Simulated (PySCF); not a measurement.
# C5H6BFO: spin-spin couplings

What spin-spin couplings should C5H6BFO (`O=C1C=CB(F)CC1`) show?

Programs: PySCF 2.14.0, with density-fitted response routines of our own. Each step states its level of theory. These are calculated values for one molecule in the gas phase, unless marked as measured. Atoms count from 0, in the outputs and in this text.

## (1) The molecule as given

14 atoms, charge 0, multiplicity 1; geometry from: GFN2-xTB.

Bonds of the start (Å): O0–C1 1.21, C1–C2 1.48, C2–C3 1.34, C3–B4 1.55, B4–F5 1.32, B4–C6 1.58, C6–C7 1.53, C7–C1 1.51, C2–H8 1.08, C3–H9 1.08, C6–H10 1.10, C6–H11 1.09, C7–H12 1.09, C7–H13 1.09.

## (2) Spin-spin couplings: B3LYP/pcJ-1

The job: settings as JSON, then the geometry in Å.

```
{"job": {"kind": "j", "xc": "B3LYP", "basis": "pcJ-1"}, "charge": 0, "multiplicity": 1}
O     -0.481688    -2.557311     0.447692
C     -0.175361    -1.442982     0.087214
C      1.241902    -1.018075     0.035062
C      1.626833     0.265616     0.024506
B      0.564361     1.395106     0.111437
F      0.934440     2.661779     0.198200
C     -0.958001     0.983785     0.158238
C     -1.196442    -0.432440    -0.382674
H      1.954096    -1.834238     0.056103
H      2.686524     0.487624    -0.000564
H     -1.277743     1.010705     1.205362
H     -1.607081     1.689758    -0.363028
H     -1.120167    -0.412218    -1.474274
H     -2.192350    -0.797582    -0.125442
```

Method: B3LYP/pcJ-1 indirect spin-spin coupling, non-relativistic, gas phase.

The run is started by

```
OMP_NUM_THREADS=1 python probes_run.py task.json out
```

One launch serves the whole session: the jobs run in the order shown.

Predict these results of the whole session: largest coupling of the table (B3LYP/pcJ-1).

The runs gave:

| quantity | value |
| --- | --- |
| largest coupling of the table (B3LYP/pcJ-1) | 1J(C,H) C2–H8, 165.3 Hz |

In words: Of the pairs tabulated at B3LYP/pcJ-1, C2–H8 couples most strongly (165.3 Hz; Fermi contact 165.0 Hz). Couplings across rotatable bonds belong to this one conformer; where others are populated, the observed values are averages.
